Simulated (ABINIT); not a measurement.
# HfB (Fm-3m) in ABINIT: a series of runs, part 2 of 2

ABINIT 10.8.3 (patched build). The steps go on from the part before.

**3. Single point, LDA, spin-orbit coupling, no magnetisation (cell relaxed)**

The input, run.abi:

```
# Pseudopotentials
pp_dirpath "./"
pseudos "Hf_sc.hgh, B.hgh"

# Structure
acell 3*1.0
rprim
     0.0000000000     4.4865908264     4.4865908264
     4.4865908264     0.0000000000     4.4865908264
     4.4865908264     4.4865908264     0.0000000000
ntypat 2
znucl 72 5
natom 2
typat 1 2
xred
     0.5000000000     0.5000000000     0.5000000000
     0.0000000000     0.0000000000     0.0000000000
chkprim 0
chksymtnons 0
tolsym 1.0e-6

# Plane-wave basis
ecut 45.0

# k points
kptopt 1
ngkpt 8 8 8
nshiftk 1
shiftk 0.0 0.0 0.0

# Exchange and correlation
ixc 7

# Bands and occupations
nband 24
occopt 3
tsmear 0.05 eV

# Spin
nspinor 2
nspden 1
so_psp 2*1

# SCF cycle
nstep 100
tolvrs 1.0e-10

# Output
iomode 3
prtwf 0
prtden 0
prteig 0
prtebands 0
enunit 1
```

Potentials or basis: HGH LDA semicore.

Started as:

```
abinit run.abi > log 2>&1
```

run.abo:

```text
.Version 10.8.3 of ABINIT
 Symmetries : space group Fm -3 m (#225); Bravais cF (face-center cubic)
================================================================================
 Values of the parameters that define the memory need of the present run
     intxc =       0    ionmov =       0      iscf =       7    lmnmax =      12
     lnmax =      12     mgfft =      40  mpssoang =       5    mqgrid =    3001
     natom =       2  nloc_mem =       1    nspden =       1   nspinor =       2
    nsppol =       1      nsym =      48    n1xccc =       0    ntypat =       2
    occopt =       3   xclevel =       1
       mpw =        2646          nfft =       64000          nkpt =          29
================================================================================
================================================================================

--------------------------------------------------------------------------------
------------- Echo of variables that govern the present computation ------------
--------------------------------------------------------------------------------
 -outvars: echo values of preprocessed input variables --------
            acell      1.0000000000E+00  1.0000000000E+00  1.0000000000E+00 Bohr
              amu      1.78490000E+02  1.08110000E+01
          chkprim           0
      chksymtnons           0
             ecut      4.50000000E+01 Hartree
           enunit           1
              ixc           7
         kptrlatt        8    0    0      0    8    0      0    0    8
          kptrlen      5.07599808E+01
            natom           2
            nband          24
            ngfft          40      40      40
             nkpt          29
          nspinor           2
            nstep         100
             nsym          48
           ntypat           2
           occopt           3
           prtden           0
        prtebands           0
           prteig           0
            prtwf           0
            rprim      0.0000000000E+00  4.4865908264E+00  4.4865908264E+00
                       4.4865908264E+00  0.0000000000E+00  4.4865908264E+00
                       4.4865908264E+00  4.4865908264E+00  0.0000000000E+00
          spgroup         225
           tolsym      1.00000000E-06
           tolvrs      1.00000000E-10
           tsmear      1.83746611E-03 Hartree
            typat      1  2
           xangst      2.3742016184E+00  2.3742016184E+00  2.3742016184E+00
[... 127 lines left out ...]
    2       0.000000000000      0.000000000000      0.000000000000

 cartesian coordinates (angstrom) at end:
    1      2.37420161836665     2.37420161836665     2.37420161836665
    2      0.00000000000000     0.00000000000000     0.00000000000000

 cartesian forces (hartree/bohr) at end:
    1     -0.00000000000000    -0.00000000000000    -0.00000000000000
    2     -0.00000000000000    -0.00000000000000    -0.00000000000000
 frms,max,avg= 0.0000000E+00 0.0000000E+00   0.000E+00  0.000E+00  0.000E+00 h/b

 cartesian forces (eV/Angstrom) at end:
    1     -0.00000000000000    -0.00000000000000    -0.00000000000000
    2     -0.00000000000000    -0.00000000000000    -0.00000000000000
 frms,max,avg= 0.0000000E+00 0.0000000E+00   0.000E+00  0.000E+00  0.000E+00 e/A
 length scales=  1.000000000000  1.000000000000  1.000000000000 bohr
              =  0.529177210544  0.529177210544  0.529177210544 angstroms
 Fermi (or HOMO) energy (eV) =   6.84028   Average Vxc (eV)= -12.00397
 Eigenvalues (   eV  ) for nkpt=  29  k points:
 kpt#   1, nband= 24, wtk=  0.00195, kpt=  0.0000  0.0000  0.0000 (reduced coord)
 -53.10937  -53.10937  -27.43998  -27.43998  -19.59456  -19.59456  -19.59456  -19.59456
  -2.42284   -2.42284    8.73708    8.73708    8.73708    8.73708    9.02148    9.02148
  10.32544   10.32544   10.55773   10.55773   10.55773   10.55780   10.69067   10.69067
 prteigrs : prtvol=0 or 1, do not print more k-points.

--- !EnergyTerms
iteration_state     : {dtset: 1, }
comment             : Components of total free energy in Hartree
kinetic             :  1.76326315100483E+01
hartree             :  7.51405463269038E+00
xc                  : -7.13865140370042E+00
Ewald energy        : -4.34597612768182E+01
psp_core            :  3.46407932616824E+00
local_psp           : -2.25334665854632E+01
non_local_psp       : -8.58998140603429E+00
internal            : -5.31110952031092E+01
'-kT*entropy'       : -4.19491609473107E-04
total_energy        : -5.31115146947187E+01
total_energy_eV     : -1.44523794046709E+03
band_energy         : -7.81068787374567E+00
...

 Cartesian components of stress tensor (hartree/bohr^3)
  sigma(1 1)=  6.92060458E-06  sigma(3 2)=  0.00000000E+00
  sigma(2 2)=  6.92060458E-06  sigma(3 1)=  0.00000000E+00
  sigma(3 3)=  6.92060458E-06  sigma(2 1)=  0.00000000E+00

-Cartesian components of stress tensor (GPa)         [Pressure= -2.0361E-01 GPa]
- sigma(1 1)=  2.03611216E-01  sigma(3 2)=  0.00000000E+00
- sigma(2 2)=  2.03611216E-01  sigma(3 1)=  0.00000000E+00
- sigma(3 3)=  2.03611216E-01  sigma(2 1)=  0.00000000E+00

== END DATASET(S) ==============================================================
================================================================================

 -outvars: echo values of variables after computation  --------
            acell      1.0000000000E+00  1.0000000000E+00  1.0000000000E+00 Bohr
           etotal     -5.3111514695E+01
            fcart     -0.0000000000E+00 -0.0000000000E+00 -0.0000000000E+00
                      -0.0000000000E+00 -0.0000000000E+00 -0.0000000000E+00
            rprim      0.0000000000E+00  4.4865908264E+00  4.4865908264E+00
                       4.4865908264E+00  0.0000000000E+00  4.4865908264E+00
                       4.4865908264E+00  4.4865908264E+00  0.0000000000E+00
           strten      6.9206045802E-06  6.9206045802E-06  6.9206045802E-06
                       0.0000000000E+00  0.0000000000E+00  0.0000000000E+00
           xangst      2.3742016184E+00  2.3742016184E+00  2.3742016184E+00
                       0.0000000000E+00  0.0000000000E+00  0.0000000000E+00
             xred      5.0000000000E-01  5.0000000000E-01  5.0000000000E-01
                       0.0000000000E+00  0.0000000000E+00  0.0000000000E+00
 Calculation completed.
```

Wall time 78 s (1 thread of Intel Xeon 6975P-C (Granite Rapids), shared host); peak memory 0.12 GiB.

What came out:

```
Free energy                                           : -1445.2379 eV
Pressure                                              : -0.2 GPa
Band gap on the k mesh                                : none (metal or under the smearing width)
Valence electrons inside the program's atomic spheres : Hf 8.50; B 2.48
```

Caveat: HGH potentials are hard and often keep d shells in the core, so these values are rough.

**4. Relaxation of cell and atoms, PBEsol**

The input, run.abi:

```
pp_dirpath "./"
pseudos "Hf.upf, B.upf"

acell 3*1.0
rprim
     0.0000000000     4.3652673479     4.3652673479
     4.3652673479     0.0000000000     4.3652673479
     4.3652673479     4.3652673479     0.0000000000
ntypat 2
znucl 72 5
natom 2
typat 1 2
chkprim 0
chksymtnons 0
tolsym 1.0e-6
xred
            1/2            1/2            1/2
            0.0            0.0            0.0

ecut 38.0
ecutsm 0.5

kptopt 1
ngkpt 8 8 8
nshiftk 1
shiftk 0.0 0.0 0.0

ixc -116133

nband 12
occopt 3
tsmear 0.00183747

nstep 80
tolvrs 1.0e-12

iomode 3
prteig 0
prtebands 0
prtwf 0
prtden 0

ionmov 2
optcell 2
ntime 50
tolmxf 2.0e-5
dilatmx 1.08
```

Potentials or basis: PseudoDojo NC SR PBEsol v0.4.1 standard.

Started as:

```
mpirun --bind-to none -np 4 abinit run.abi > log 2>&1
```

run.abo:

```text
.Version 10.8.3 of ABINIT
 Symmetries : space group Fm -3 m (#225); Bravais cF (face-center cubic)
================================================================================
 Values of the parameters that define the memory need of the present run
     intxc =       0    ionmov =       2      iscf =       7    lmnmax =       8
     lnmax =       8     mgfft =      40  mpssoang =       4    mqgrid =    3001
     natom =       2  nloc_mem =       1    nspden =       1   nspinor =       1
    nsppol =       1      nsym =      48    n1xccc =    2501    ntypat =       2
    occopt =       3   xclevel =       2
       mpw =        2357          nfft =       64000          nkpt =          29
================================================================================
================================================================================

--------------------------------------------------------------------------------
------------- Echo of variables that govern the present computation ------------
--------------------------------------------------------------------------------
 -outvars: echo values of preprocessed input variables --------
            acell      1.0000000000E+00  1.0000000000E+00  1.0000000000E+00 Bohr
              amu      1.78490000E+02  1.08110000E+01
          chkprim           0
      chksymtnons           0
          dilatmx      1.08000000E+00
             ecut      3.80000000E+01 Hartree
           ecutsm      5.00000000E-01 Hartree
           ionmov           2
              ixc     -116133
         kptrlatt        8    0    0      0    8    0      0    0    8
          kptrlen      4.93873623E+01
            natom           2
            nband          12
            ngfft          40      40      40
             nkpt          29
            nstep          80
             nsym          48
            ntime          50
           ntypat           2
           occopt           3
          optcell           2
           prtden           0
        prtebands           0
           prteig           0
            prtwf           0
            rprim      0.0000000000E+00  4.3652673479E+00  4.3652673479E+00
                       4.3652673479E+00  0.0000000000E+00  4.3652673479E+00
[... 554 lines left out ...]
    2       0.000000000000      0.000000000000      0.000000000000

 cartesian coordinates (angstrom) at end:
    1      2.39745074624266     2.39745074624266     2.39745074624266
    2      0.00000000000000     0.00000000000000     0.00000000000000

 cartesian forces (hartree/bohr) at end:
    1     -0.00000000000000    -0.00000000000000    -0.00000000000000
    2     -0.00000000000000    -0.00000000000000    -0.00000000000000
 frms,max,avg= 0.0000000E+00 0.0000000E+00   0.000E+00  0.000E+00  0.000E+00 h/b

 cartesian forces (eV/Angstrom) at end:
    1     -0.00000000000000    -0.00000000000000    -0.00000000000000
    2     -0.00000000000000    -0.00000000000000    -0.00000000000000
 frms,max,avg= 0.0000000E+00 0.0000000E+00   0.000E+00  0.000E+00  0.000E+00 e/A
 length scales=  6.407130339140  6.407130339140  6.407130339140 bohr
              =  3.390507360458  3.390507360458  3.390507360458 angstroms
 Fermi (or HOMO) energy (hartree) =   0.34523   Average Vxc (hartree)=  -0.45109
 Eigenvalues (hartree) for nkpt=  29  k points:
 kpt#   1, nband= 12, wtk=  0.00195, kpt=  0.0000  0.0000  0.0000 (reduced coord)
  -1.87325   -0.71611   -0.71611   -0.71611    0.00496    0.41791    0.41791    0.41791
   0.47889    0.47889    0.48072    0.48193
      occupation numbers for kpt#   1
   2.00000    2.00000    2.00000    2.00000    2.00000    0.00000    0.00000    0.00000
   0.00000    0.00000    0.00000    0.00000
 prteigrs : prtvol=0 or 1, do not print more k-points.

--- !EnergyTerms
iteration_state     : {dtset: 1, itime: 5, icycle: 1, }
comment             : Components of total free energy in Hartree
kinetic             :  1.64347467135512E+01
hartree             :  7.13857577217779E+00
xc                  : -1.53805988841507E+01
Ewald energy        : -4.30383129742956E+01
psp_core            :  2.03181568210728E+00
local_psp           : -2.92616550524638E+01
non_local_psp       :  2.72636112191522E+00
internal            : -5.93490676211587E+01
'-kT*entropy'       : -4.46219665226116E-04
total_energy        : -5.93495138408239E+01
total_energy_eV     : -1.61498254463386E+03
band_energy         : -6.39678111498681E+00
...

 Cartesian components of stress tensor (hartree/bohr^3)
  sigma(1 1)= -4.84255369E-09  sigma(3 2)=  0.00000000E+00
  sigma(2 2)= -4.84255370E-09  sigma(3 1)=  0.00000000E+00
  sigma(3 3)= -4.84255369E-09  sigma(2 1)=  0.00000000E+00

-Cartesian components of stress tensor (GPa)         [Pressure=  1.4247E-04 GPa]
- sigma(1 1)= -1.42472849E-04  sigma(3 2)=  0.00000000E+00
- sigma(2 2)= -1.42472849E-04  sigma(3 1)=  0.00000000E+00
- sigma(3 3)= -1.42472848E-04  sigma(2 1)=  0.00000000E+00

== END DATASET(S) ==============================================================
================================================================================

 -outvars: echo values of variables after computation  --------
            acell      6.4071303391E+00  6.4071303391E+00  6.4071303391E+00 Bohr
           etotal     -5.9349513841E+01
            fcart     -0.0000000000E+00 -0.0000000000E+00 -0.0000000000E+00
                      -0.0000000000E+00 -0.0000000000E+00 -0.0000000000E+00
            rprim      0.0000000000E+00  7.0710678119E-01  7.0710678119E-01
                       7.0710678119E-01  0.0000000000E+00  7.0710678119E-01
                       7.0710678119E-01  7.0710678119E-01  0.0000000000E+00
           strten     -4.8425536931E-09 -4.8425536966E-09 -4.8425536896E-09
                       0.0000000000E+00  0.0000000000E+00  0.0000000000E+00
           xangst      2.3974507462E+00  2.3974507462E+00  2.3974507462E+00
                       0.0000000000E+00  0.0000000000E+00  0.0000000000E+00
             xred      5.0000000000E-01  5.0000000000E-01  5.0000000000E-01
                       0.0000000000E+00  0.0000000000E+00  0.0000000000E+00
 Calculation completed.
```

It took 35 s on 4 MPI ranks of Intel Xeon Platinum 8488C (Sapphire Rapids), shared host; peak memory 0.32 GiB.

Results:

| Item | Value |
| --- | --- |
| Free energy | -1614.9825 eV |
| Relaxed volume | 13.78 Å³/atom |
| Relaxed cell | a = 3.391 Å, b = 3.391 Å, c = 3.391 Å, α = 60.00°, β = 60.00°, γ = 60.00° |
| Space group after relaxing (to 0.05 Å) | Fm-3m (No. 225) |
| Energy gained by relaxing | 103.4 meV/atom |
| Ionic steps | 5 |
| Pressure after relaxing | 0.0 GPa |
| Band gap on the k mesh | none (metal or under the smearing width) |

Step by step:
```tsv
step	energy change (eV)	largest force (eV/Å)	pressure (GPa)	volume (Å³)
1	0.0000	0.0000	24.95	24.65
2	-0.1860	0.0000	6.98	26.58
3	-0.2065	0.0000	0.75	27.45
4	-0.2067	0.0000	0.03	27.56
5	-0.2067	0.0000	0.00	27.56
```

Final structure:
```xyz
2
Lattice="0.0000 2.3975 2.3975 2.3975 0.0000 2.3975 2.3975 2.3975 0.0000" Properties=species:S:1:pos:R:3 pbc="T T T"
Hf    2.3975    2.3975    2.3975
B     0.0000    0.0000    0.0000
```

Caveat: the volume moved by +12 % from the deposited cell, more than functionals usually miss. Zero-point motion and thermal expansion aren't in these numbers.

**5. Single point, PBEsol (cell relaxed)**

The input, run.abi:

```
pp_dirpath "./"
pseudos "Hf.upf, B.upf"

acell 6.4071303448 6.4071303448 6.4071303448
rprim
     0.0000000000     0.7071067812     0.7071067812
     0.7071067812     0.0000000000     0.7071067812
     0.7071067812     0.7071067812     0.0000000000
ntypat 2
znucl 72 5
natom 2
typat 1 2
xred
     0.5000000000     0.5000000000     0.5000000000
     0.0000000000     0.0000000000     0.0000000000
chkprim 0
chksymtnons 0
tolsym 1.0e-6

ecut 38.0

kptopt 1
ngkpt 8 8 8
nshiftk 1
shiftk 0.0 0.0 0.0

ixc -116133

nband 12
occopt 3
tsmear 0.05 eV

nstep 100
tolvrs 1.0e-10

iomode 3
prtwf 0
prtden 0
prteig 0
prtebands 0
```

Started as:

```
mpirun --bind-to none -np 4 abinit run.abi > log 2>&1
```

It took 7 s on 4 MPI ranks of Intel Xeon Platinum 8488C (Sapphire Rapids), shared host; peak memory 0.28 GiB.

It converged, with:

- Free energy: -1614.9826 eV
- Pressure: 0.0 GPa
- Band gap on the k mesh: none (metal or under the smearing width)
- Valence electrons inside the program's atomic spheres: Hf 8.44; B 2.44

Levels at points of the mesh, in eV from the Fermi level:
```csv
k point,band 5,band 6,band 7,band 8,band 9,band 10,band 11,band 12
"(0.00, 0.00, 0.00)",-9.26,1.98,1.98,1.98,3.64,3.64,3.72,3.72
"(0.50, 0.00, 0.00)",-4.77,-4.42,-1.25,-1.25,5.72,5.72,6.58,7.79
"(0.50, 0.50, 0.00)",-6.47,-1.26,-0.93,1.98,1.98,5.47,6.89,6.89
```
